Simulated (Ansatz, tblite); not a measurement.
# The cluster ZrAg₄+: a ladder of methods and basis sets

An exercise on one series of results from a longer session: the logs are not shown, and one member is left open.

Program: Ansatz 0.2.0, Gaussian basis. Level of theory: as each input shows. These are calculated values, not measurements.

Levels to be run: GFN1-xTB, GFN2-xTB, PBE-D4/def2-TZVP, r2SCAN-D4/def2-TZVP, revPBE-D4/def2-TZVP, HSE06-D4/def2-TZVP, LC-ωPBE/def2-TZVP, PBE-D4/def2-SVP, PBE0-D4/def2-SVP, MP2/def2-TZVP, RPA/def2-TZVP.

7 further runs of the same task are left out: 7 set aside as unsound or not needed.

## The relaxed structure

The geometry is that of the doublet, from an earlier relaxation (r2SCAN-D4/def2-SVP). At that level it is the lowest of the isomers that a small search found.

5 atoms, charge 1, spin multiplicity 2.

Bond lengths: Zr1–Ag2 2.835 Å, Zr1–Ag3 2.836 Å, Zr1–Ag4 2.821 Å, Zr1–Ag5 2.822 Å, Ag2–Ag5 2.674 Å, Ag3–Ag4 2.673 Å, Ag4–Ag5 2.632 Å. Angles: Ag2–Zr1–Ag3 168.4°, Ag2–Zr1–Ag4 112.0°, Ag2–Zr1–Ag5 56.4°, Ag3–Zr1–Ag4 56.4°, Ag3–Zr1–Ag5 112.0°, Ag4–Zr1–Ag5 55.6°, Zr1–Ag2–Ag5 61.5°, Zr1–Ag3–Ag4 61.5°, Zr1–Ag4–Ag3 62.1°, Zr1–Ag4–Ag5 62.2°, Ag3–Ag4–Ag5 124.3°, Zr1–Ag5–Ag2 62.0°, Zr1–Ag5–Ag4 62.2°, Ag2–Ag5–Ag4 124.2°.

Ag, Zr take a core potential in the def2 sets. No spin-orbit coupling is included. The ion is computed in the gas phase, without counter-ions or solvent.

PBE0-D4/def2-TZVP was run before; its log isn't repeated, and its numbers join the tables.

Set-up of the first run:

Tight binding, by tblite at 300 K electronic temperature and without a spin-polarisation term:

```python
tblite.interface.Calculator('GFN1-xTB', numbers, positions, charge=1, uhf=1).singlepoint()
```

Tight binding, by tblite at 300 K electronic temperature and without a spin-polarisation term:

```python
tblite.interface.Calculator('GFN2-xTB', numbers, positions, charge=1, uhf=1).singlepoint()
```

start.molden holds the orbitals of an earlier run on this state, given as this run's starting guess.

File in.yaml:

```yaml
crystal:
  periodic: [false, false, false]
  atoms:
    - {symbol: Zr, position_ang: [1.106808, 0.103201, 0.050953]}
    - {symbol: Ag, position_ang: [1.087210, -2.731126, -0.023874]}
    - {symbol: Ag, position_ang: [0.557920, 2.884940, 0.084130]}
    - {symbol: Ag, position_ang: [-1.498590, 1.181361, -0.029290]}
    - {symbol: Ag, position_ang: [-1.253348, -1.438366, -0.081919]}
basis:
  gaussian: {orbitals: def2-TZVP, initial_orbitals: start.molden}
total_charge: 1
magnetization: {spin_polarized: true, initial_magnetization: 1}
hamiltonian: {xc: pbe, dispersion: d4}
scf: {omitted_lower_state_checks: [starts]}
output: {forces: true, orbitals: {seedname: orbitals}}
```

Command:

```
> ansatz run in.yaml --threads 4 --pin off --events-out ev --progress --plain --max-ram 4787MiB
```

Among the steps run: PBE-D4/def2-TZVP; r2SCAN-D4/def2-TZVP; revPBE-D4/def2-TZVP; HSE06-D4/def2-TZVP; LC-ωPBE/def2-TZVP; PBE-D4/def2-SVP; PBE0-D4/def2-SVP; MP2/def2-TZVP; RPA/def2-TZVP.

One table of the session follows, with a row left open; its other results are not shown here.

| level | HOMO (eV) | LUMO (eV) | gap (eV) |
| --- | --- | --- | --- |
| PBE-D4/def2-SVP | -8.68 | -8.09 | 0.59 |
| PBE-D4/def2-TZVP | -8.67 | -8.08 | 0.59 |
| revPBE-D4/def2-TZVP | -8.60 | -7.92 | 0.68 |
| r2SCAN-D4/def2-TZVP | ? | ? | ? |
| PBE0-D4/def2-SVP | -9.26 | -6.99 | 2.27 |
| PBE0-D4/def2-TZVP | -9.26 | -6.99 | 2.27 |
| HSE06-D4/def2-TZVP | -8.90 | -7.37 | 1.53 |
| LC-ωPBE/def2-TZVP | -10.91 | -4.68 | 6.23 |

**Question.** Estimate the row for r2SCAN-D4/def2-TZVP.

As computed: HOMO (eV): -8.81; LUMO (eV): -7.82; gap (eV): 0.99. In the column «HOMO (eV)» it lies between HSE06-D4/def2-TZVP (-8.90) and PBE-D4/def2-SVP (-8.68).
